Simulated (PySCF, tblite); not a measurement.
**C₇H₁₀N₂Si: geometry, infrared bands and NMR shifts**

What infrared bands and NMR shifts should C₇H₁₀N₂Si (`[H]/N=C\c1cccc(N[SiH3])c1`) show?

Computed with tblite 0.8.0 and PySCF 2.14.0, with density-fitted response routines of our own, on a single molecule in the gas phase. Atoms are numbered from 0 throughout.

## 1. The molecule as given

20 atoms, charge 0, multiplicity 1; geometry from: force field or distance geometry start.

Bonds of the start (Å): N0–C1 1.31, C1–C2 1.45, C2–C3 1.39, C3–C4 1.39, C4–C5 1.38, C5–C6 1.38, C6–N7 1.45, N7–Si8 1.80, C6–C9 1.39, C9–C2 1.36, N0–H10 1.02, C1–H11 1.09, C3–H12 1.09, C4–H13 1.08, C5–H14 1.09, N7–H15 1.03, Si8–H16 1.47, Si8–H17 1.47, Si8–H18 1.47, C9–H19 1.07.

## 2. Relaxing the molecule with GFN2-xTB

What the job is given:

```
{"job": {"kind": "relax", "xc": "GFN2-xTB", "basis": "xTB"}, "charge": 0, "multiplicity": 1}
N     -1.817400    -2.661700    -0.726200
C     -2.319100    -1.484400    -0.451000
C     -1.471700    -0.324100    -0.246800
C     -2.109000     0.875400     0.039100
C     -1.347100     2.018200     0.247500
C      0.025200     2.008900     0.138600
C      0.659700     0.817700    -0.161800
N      2.099800     0.735900    -0.272400
Si     2.846300    -0.849000    -0.664900
C     -0.110800    -0.322200    -0.342400
H     -0.817200    -2.832700    -0.834700
H     -3.396600    -1.372200    -0.338300
H     -3.189000     0.964600     0.153600
H     -1.831400     2.959000     0.472500
H      0.620600     2.906000     0.291100
H      2.706300     1.560300    -0.130700
H      2.409600    -1.165700    -2.036200
H      2.302400    -1.817500     0.294500
H      4.309400    -0.780400    -0.631700
H      0.424900    -1.225200    -0.571000
```

Started as:

```bash
$ OMP_NUM_THREADS=1 python probes_run.py task.json out
```

The driver reads the jobs from task.json and runs them one after another.

**Question.** This job is followed by: GFN2-xTB harmonic vibrations, gas phase; GIAO PBE0/pcSseg-1 NMR shielding, non-relativistic, gas phase. Predict these results of the whole session: strongest single infrared mode (GFN2-xTB); zero-point energy (GFN2-xTB); ¹³C shifts against TMS (PBE0/pcSseg-1); ¹H shifts against TMS (PBE0/pcSseg-1, means over atoms taken as alike); ¹⁵N shifts against NH3 (PBE0/pcSseg-1); ²⁹Si shifts against TMS (PBE0/pcSseg-1); surface potential, 1st and 99th percentile.

The runs gave:

| quantity | value |
| --- | --- |
| strongest single infrared mode (GFN2-xTB) | 2229 cm⁻¹, 414 km/mol |
| zero-point energy (GFN2-xTB) | 93.2 kcal/mol |
| ¹³C shifts against TMS (PBE0/pcSseg-1) | 171.5, 152.7, 138.9, 136.3, 126.5, 124.3, 109.0 ppm |
| ¹H shifts against TMS (PBE0/pcSseg-1, means over atoms taken as alike) | 11.70, 8.41, 7.55, 6.98, 6.98, 6.80, 4.89, 3.24 ppm |
| ¹⁵N shifts against NH3 (PBE0/pcSseg-1) | 338.9, 65.6 ppm |
| ²⁹Si shifts against TMS (PBE0/pcSseg-1) | -65.3 ppm |
| surface potential, 1st and 99th percentile | -2.00 V and 1.96 V |

What this shows: Over 45 steps the energy fell by 0.620 eV; of the close pairs, C6–N7 changed most, 1.447 to 1.376 Å. All 54 modes are real, so the xTB geometry is a minimum. The strongest single mode, at 2229 cm⁻¹, moves mainly H16 and H17. Unscaled tight-binding wavenumbers are off by several per cent, some by more. Its intensities can rank the bands wrongly. At PBE0/pcSseg-1: Shielding is most anisotropic at N0 (span 658 ppm, paramagnetic term -399 ppm). NICS(1)zz of -24 ppm above the planar ring from C2 marks a diatropic (aromatic) ring current. By nearest atom (PBE0/pcSseg-1), the HOMO sits on N7 26 %; C3 18 % and the LUMO on N0 18 %; C1, C2, C5 about 14 % each.
